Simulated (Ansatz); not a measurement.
**AlGaC (singlet): from Hartree-Fock to the top rungs at a displaced geometry (v2), cc-pVDZ**

The task here is to estimate one member of a computed series from the others.

The runs use Ansatz 0.2.0, Gaussian basis; cc-pVDZ, core rule «outside noble gas», up to 20 orbitals frozen.

The runs, in order: UHF; CCSD(T) on RHF; CCSD(T) on UHF; BCCD(T) on RHF; CISD; CCSDT(Q) on RHF; CASSCF and MRCISD+Q, 8 electrons in 8 orbitals; CASSCF and NEVPT2, 8 electrons in 8 orbitals.

24 further runs of the same task are left out: 12 that didn't finish, 12 set aside as unsound or not needed.

### The system

The geometry is a PBE0/def2-TZVP stationary point (not a proven minimum) with its atoms shifted at random (size 0.100 Å). No spin-orbit coupling is included. The filled d shell of Ga may be among the frozen orbitals whatever the setting's name suggests; the logs give the count.

3 atoms, charge 0, spin multiplicity 1.

Atoms are counted from 1 here; the program's logs count them from 0.

Bond lengths: Al1–Ga2 2.687 Å, Ga2–C3 1.946 Å. Angles: Al1–Ga2–C3 174.1°.

As a file:

```mol
CAlGa
  3D, bonds by distance, orders not assigned

  3  2  0  0  0  0  0  0  0  0999 V2000
    0.0844    0.0052    2.4358 Al  0  0
   -0.0805    0.0136   -0.2459 Ga  0  0
   -0.0039   -0.0188   -2.1899 C   0  0
  1  2  8  0
  2  3  8  0
M  END
```

Set-up of the first run:

in.yaml reads:

```yaml
crystal:
  periodic: [false, false, false]
  atoms:
    - {symbol: Al, position_ang: [0.084376, 0.005225, 2.435780]}
    - {symbol: Ga, position_ang: [-0.080498, 0.013599, -0.245891]}
    - {symbol: C, position_ang: [-0.003878, -0.018825, -2.189889]}
basis:
  gaussian: {orbitals: cc-pVDZ}
magnetization: {spin_polarized: true, initial_magnetization: 0}
hamiltonian: {xc: hf}
output: {orbitals: {seedname: orbitals}}
```

Run with:

```
$ ansatz run in.yaml --threads 1 --pin off --events-out ev --progress --plain --max-ram 2393MiB
```

Steps of the session up to this table: UHF; CCSD(T) on RHF; CCSD(T) on UHF; BCCD(T) on RHF; CISD; CCSDT(Q) on RHF; CASSCF and MRCISD+Q, 8 electrons in 8 orbitals; CASSCF and NEVPT2, 8 electrons in 8 orbitals.

One table of the session follows, with a row left open; its other results are not shown here.

It belongs to the step «Misses and costs». 

| method | from RCCSDT(Q) (kcal/mol) |
| --- | --- |
| RHF | +165.20 |
| RMP2 | +40.90 |
| UMP2 | +29.13 |
| RCCSD | +12.56 |
| UCCSD | +1.98 |
| RCCSD(T) | +3.70 |
| UCCSD(T) | -6.46 |
| BCCD(T) | +3.83 |
| RCCSDT | ? |
| RCCSDT(Q) | 0 |

Q: Estimate the row for RCCSDT from the others.

As computed: from RCCSDT(Q) (kcal/mol): +2.04. In the column «from RCCSDT(Q) (kcal/mol)» it lies between UCCSD (+1.98) and RCCSD(T) (+3.70).

Not comparable, so not listed: CISD; CASSCF and NEVPT2, 8 electrons in 8 orbitals (they don't share determinant, frozen orbitals or solution with the rows shown, or repeat one).

Left out of the table: CASSCF frontier, MRCISD frontier, MRCISD+Q frontier (the active space lost an orbital or holds another state than full CI finds).

Limits of these values: The determinant is far from a pure spin state, so its energy mixes those of several spin states (harmless only where they are near-degenerate, as at dissociation). Left out of the table: UHF (another determinant or state than the rows shown). The program flags UCCSD(T) as in doubt, so those rows may rest on another solution; read them beside their warnings. Warnings: restricted reference is unstable; spin contamination; coupled cluster took another determinant than the lowest; large T1 diagnostic. Restricted and unrestricted rows rest on different reference determinants; where their highest levels disagree by more than a few hundredths of an eV, they describe different states and don't form one ladder. Warnings in the runs' records: passed over end.
